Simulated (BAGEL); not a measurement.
**GeS (germanium sulfide): B3LYP/6-31G(d) (density fitting with qzvpp-jkfit, spherical functions)**

What is the energy change on altering one bond length of GeS (germanium sulfide) at B3LYP/6-31G* (density fitting with qzvpp-jkfit, spherical functions)? 

Program for the calculation: BAGEL 1.2.2.

12 further runs of the same task are left out: 2 that didn't finish, 10 set aside as unsound or not needed.

## Step 1: Starting point

GeS has 2 atoms, charge 0, and is taken as a singlet. SMILES: `[S+]#[Ge-]`. The bond length is the measured one.

Bond lengths: S1–Ge2 2.012 Å.

## Step 2: The energy at B3LYP/6-31G(d) (density fitting with qzvpp-jkfit, spherical functions)

The input, job.json:

```json
{ "bagel": [

{
  "title": "molecule",
  "basis": "6-31gs.json",
  "df_basis": "qzvpp-jkfit",
  "angstrom": "true",
  "geometry": [
    { "atom": "S", "xyz": [    0.000000,    0.000000,    0.000000 ] },
    { "atom": "Ge", "xyz": [    0.000000,    0.000000,    2.012086 ] }
  ]
},
{
  "title": "ks",
  "xc_func": "b3lyp"
},
{
  "title": "print",
  "file": "orbitals.molden",
  "orbitals": "true"
}

]}
```

The basis set 6-31G* is read from a file made from the Basis Set Exchange's data (not shown).

The run is started by

```console
BAGEL_NUM_THREADS=1 BAGEL job.json > job.out
```

Log:

```text
* using 1 threads per process

  ===============================================================
  ===============================================================

  *** Geometry ***

  { "atom" : "S", "xyz" : [      0.000000,      0.000000,      0.000000 ] },
  { "atom" : "Ge", "xyz" : [      0.000000,      0.000000,      3.802291 ] },

  Number of auxiliary basis functions:      394

  Since a DF basis is specified, we compute 2- and 3-index integrals:
    o Being stored without compression. Storage requirement is 0.008 GB

  Number of basis functions:       50
  Number of electrons      :       48

    * METHOD: MOLECULE                             0.21

  *** Kohn-Sham DFT ***

    * Removing 1949 points whose weight is below 1.00e-10
    * Grid points: 27863

  === Nuclear Repulsion ===
   134.6556418876

       - DIIS with orbital gradients will be used.

  === KS iteration (b3lyp / 6-31gs.json) ===
      0      -2412.74406320          0.16421549           0.13
      1      -2193.79826081          0.25129010           0.11
      2      -2271.17161732          0.15121033           0.10
      3      -2392.47844709          0.21839676           0.10
      4      -2467.21721837          0.09768674           0.10
      5      -2471.21601036          0.18459659           0.10
      6      -2468.85212565          0.27134207           0.10
      7      -2471.53678008          0.19618803           0.10
      8      -2470.44882824          0.07951105           0.10
      9      -2473.61485443          0.05907134           0.10
     10      -2474.72835595          0.02451867           0.10
     11      -2474.82252726          0.02262867           0.10
     12      -2474.97886706          0.00527584           0.10
     13      -2474.98811988          0.00090574           0.10
     14      -2474.98833858          0.00011603           0.10
     15      -2474.98834326          0.00002191           0.10
     16      -2474.98834339          0.00000480           0.10
     17      -2474.98834339          0.00000049           0.10
     18      -2474.98834339          0.00000016           0.10
     19      -2474.98834339          0.00000005           0.10
     20      -2474.98834339          0.00000001           0.10
     21      -2474.98834339          0.00000000           0.10
    * SCF iteration converged.

    * Permanent dipole moment:
           (   -0.000000,    -0.000000,    -0.793209) a.u.

    * METHOD: KS                                   2.37

    * METHOD: PRINT                                0.01

  ===============================================================
```

Wall time 2.8 s (1 thread of Arm Neoverse N1, shared host); peak memory 0.12 GiB.

## Step 3: The distorted shape

The input, input.json:

```json
{ "bagel": [

{
  "title": "molecule",
  "basis": "6-31gs.json",
  "df_basis": "qzvpp-jkfit",
  "angstrom": true,
  "geometry": [
    { "atom": "S", "xyz": [    0.000000,    0.000000,   -1.006014 ] },
    { "atom": "Ge", "xyz": [    0.000000,    0.000000,    2.012086 ] }
  ]
},
{ "title": "ks", "xc_func": "b3lyp" },
{ "title": "print", "file": "orbitals.molden", "orbitals": true }

]}
```

The basis set 6-31G* is read from a file made from the Basis Set Exchange's data (not shown).

The run is started by

```console
BAGEL_NUM_THREADS=1 BAGEL input.json > input.out
```

Log:

```text
* using 1 threads per process

  ===============================================================
  ===============================================================

  *** Geometry ***

  { "atom" : "S", "xyz" : [      0.000000,      0.000000,     -1.901091 ] },
  { "atom" : "Ge", "xyz" : [      0.000000,      0.000000,      3.802291 ] },

  Number of auxiliary basis functions:      394

  Since a DF basis is specified, we compute 2- and 3-index integrals:
    o Being stored without compression. Storage requirement is 0.008 GB

  Number of basis functions:       50
  Number of electrons      :       48

    * METHOD: MOLECULE                             0.21

  *** Kohn-Sham DFT ***

    * Removing 1398 points whose weight is below 1.00e-10
    * Grid points: 28414

  === Nuclear Repulsion ===
    89.7712905017

       - DIIS with orbital gradients will be used.

  === KS iteration (b3lyp / 6-31gs.json) ===
      0      -2409.68645474          0.14964631           0.12
      1      -2166.14554388          0.18200946           0.11
      2      -2256.83914143          0.13648261           0.10
      3      -2463.81350939          0.13152473           0.10
      4      -2472.43150575          0.04954994           0.10
      5      -2470.90237303          0.05259393           0.10
      6      -2474.36657223          0.03042760           0.10
      7      -2473.99864902          0.02886060           0.10
      8      -2474.48217256          0.02305167           0.10
      9      -2474.25389555          0.02567537           0.10
     10      -2474.29606168          0.02536801           0.10
     11      -2470.45832935          0.05382255           0.10
     12      -2474.17960030          0.02640804           0.10
     13      -2474.21046734          0.02669139           0.10
     14      -2474.28553989          0.02536562           0.10
     15      -2474.24777577          0.02602770           0.10
     16      -2474.28303554          0.02548794           0.10
     17      -2470.48340385          0.05558977           0.10
     18      -2474.51561692          0.02331192           0.10
     19      -2474.25215721          0.02565352           0.10
     20      -2474.24389020          0.02627296           0.10
     21      -2474.28179710          0.02611215           0.10
     22      -2474.28972885          0.02616274           0.10
     23      -2470.79613546          0.05971807           0.10
     24      -2474.42692922          0.02312539           0.10
     25      -2474.32118549          0.02490864           0.10
     26      -2474.68174336          0.01794498           0.10
     27      -2474.34788246          0.02527019           0.10
     28      -2474.51472427          0.02380037           0.10
     29      -2471.43779481          0.06623913           0.10
     30      -2474.41943525          0.02418855           0.10
     31      -2474.42307825          0.02437824           0.10
     32      -2474.38678391          0.02461795           0.10
     33      -2474.45785767          0.02291901           0.10
     34      -2474.67327486          0.01920138           0.10
     35      -2473.74199897          0.06439484           0.10
     36      -2474.71086408          0.01752790           0.10
     37      -2474.73662922          0.01614540           0.10
     38      -2474.81572556          0.00948641           0.10
     39      -2474.82839215          0.00746049           0.10
     40      -2474.83892802          0.00501327           0.10
     41      -2474.84674766          0.00092740           0.10
     42      -2474.84693982          0.00045482           0.10
     43      -2474.84700080          0.00004355           0.10
     44      -2474.84700128          0.00001734           0.10
     45      -2474.84700136          0.00000335           0.10
     46      -2474.84700137          0.00000008           0.10
     47      -2474.84700137          0.00000001           0.10
    * SCF iteration converged.

    * Permanent dipole moment:
           (   -0.000000,    -0.000000,    -2.046999) a.u.

    * METHOD: KS                                   5.00

    * METHOD: PRINT                                0.01

  ===============================================================
```

Run time: 5.4 s. Hardware: 1 thread of Arm Neoverse N1, shared host; peak memory 0.12 GiB.

## Step 4: What came out

Level: B3LYP/6-31G* (density fitting with qzvpp-jkfit, spherical functions).

| quantity | value |
| --- | --- |
| first shape: total energy | -2474.98834 Eh |
| first shape: dipole moment | 2.02 D |
| first shape: HOMO energy | -7.71 eV |
| first shape: LUMO energy | -2.54 eV |
| first shape: HOMO–LUMO gap | 5.16 eV |
| distorted shape: total energy | -2474.84700 Eh |
| distorted shape: dipole moment | 5.20 D |
| distorted shape: HOMO energy | -6.12 eV |
| distorted shape: LUMO energy | -4.24 eV |
| distorted shape: HOMO–LUMO gap | 1.87 eV |
| energy change with the S1–Ge2 bond stretched from 2.012 to 3.018 Å | 3.846 eV |

**Reading.** With the S1–Ge2 bond stretched from 2.012 to 3.018 Å the energy rises by 3.85 eV (371 kJ/mol). The first shape isn't relaxed at this level, so the change isn't measured from a minimum. A restricted reference can't describe the breaking bond well at this length.
